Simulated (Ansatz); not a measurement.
Below is the output of a Python script on the Ansatz DFT code, driven from Python that makes a single point from a YAML input of TaV, space group Cmmm. Write a script that gives it. Level of theory: r2SCAN, PAW, cutoff 600 eV, 11×11×7 k-points, Gaussian smearing of 0.1 eV, collinear spin.

The script reads `input.yaml`:
```yaml
crystal:
  lattice:
    - [1.6067, -2.307775, 0.0]
    - [1.6067, 2.307775, 0.0]
    - [0.0, 0.0, 4.341361]
  atoms:
    - { symbol: Ta, position: [0.0, 0.0, 0.0] }
    - { symbol: V, position: [0.5, 0.5, 0.5], spin: 1.5 }
magnetization:
  spin_polarized: true
kpoints:
  mp_grid: { grid: [11, 11, 7] }
hamiltonian:
  xc: r2scan
scf:
  occupations: { method: gaussian, width: 0.1 }
  mixing: { preconditioner: kerker }
basis:
  ecutwfc: 600
output:
  stress: true
  eigenvalues: true
```

```console
$ python yaml_run_tav.py
F = -12861.2474 eV for 2 atoms
E(sigma -> 0) = -12861.2414 eV, TS = 0.01195 eV
closed by deck_thresholds after 18 iterations
levels less the Fermi level (eV) at the first k-points (first spin channel where there are two)
k = (0.000, 0.000, 0.000)
    -68.785 -66.928 -39.674 -39.496 -39.447 -34.712 -34.235 -34.014 -7.938 -4.058 -1.670 -0.600 -0.029 0.603 1.827 1.867 2.180 4.305
k = (0.000, 0.000, 0.143)
    -68.784 -66.929 -39.665 -39.495 -39.447 -34.729 -34.237 -34.014 -7.711 -4.048 -1.581 -0.431 -0.006 0.469 1.169 1.848 2.241 4.164
k = (0.000, 0.000, 0.286)
    -68.782 -66.931 -39.646 -39.493 -39.447 -34.765 -34.242 -34.013 -7.081 -4.158 -1.326 -0.058 0.028 0.117 0.397 1.807 1.843 3.885
net moment 1.033 muB, absolute 1.162 muB
   0 Ta  -0.037
   1 V    0.912
```

One script that gives this output:

The script, `yaml_run_tav.py`:
```python
'''Run a YAML input for TaV from Python.'''

import warnings

import ansatz as az

warnings.simplefilter('ignore', az.DeckWarning)

out = az.Session.from_deck('input.yaml').plan().execute()
report = out.report

n_atoms = len(report['lattice']['sites'])
print('F =', round(report['free_energy_ev'], 4), 'eV for', n_atoms, 'atoms')
print('E(sigma -> 0) =', round(report['energy_sigma0_ev'], 4), 'eV, TS =', round(report['entropy_ts_ev'], 5), 'eV')
print('closed by', report['closed_by'], 'after', report['n_iterations'], 'iterations')

fermi = report['fermi_energy_ev']
print('levels less the Fermi level (eV) at the first k-points (first spin channel where there are two)')
for k, levels in list(zip(report['kpoints_frac'], report['eigenvalues_ev']))[:3]:
    print('k = ({:.3f}, {:.3f}, {:.3f})'.format(*k))
    print('   ', ' '.join(f'{e - fermi:.3f}' for e in levels))

print(f'net moment {report["magnetization_mub"]:.3f} muB, absolute {report["absolute_magnetization_mub"]:.3f} muB')
for index, (site, m) in enumerate(zip(out.lattice.sites, report['site_moments_mub'])):
    print(f'  {index:2d} {site.symbol:2s} {m:7.3f}')
```

Reading the output:
- The settings weren't tested for convergence.
- The computed bands are complete only to about 2.9 eV above the Fermi level.
- For a metal this k-point mesh is coarse: on a finer one energies can move by several to tens of meV an atom and pressures by half a GPa or more, differences at one mesh by less.
- The structure comes from a database of computed cells and needn't be a stable or known phase.
- Gaps and levels are Kohn-Sham values on a finite set of k-points, without spin-orbit coupling.
- The whole script took 58 s on 1 thread of Arm Neoverse V1, with other jobs on the host, peak memory 0.63 GiB.
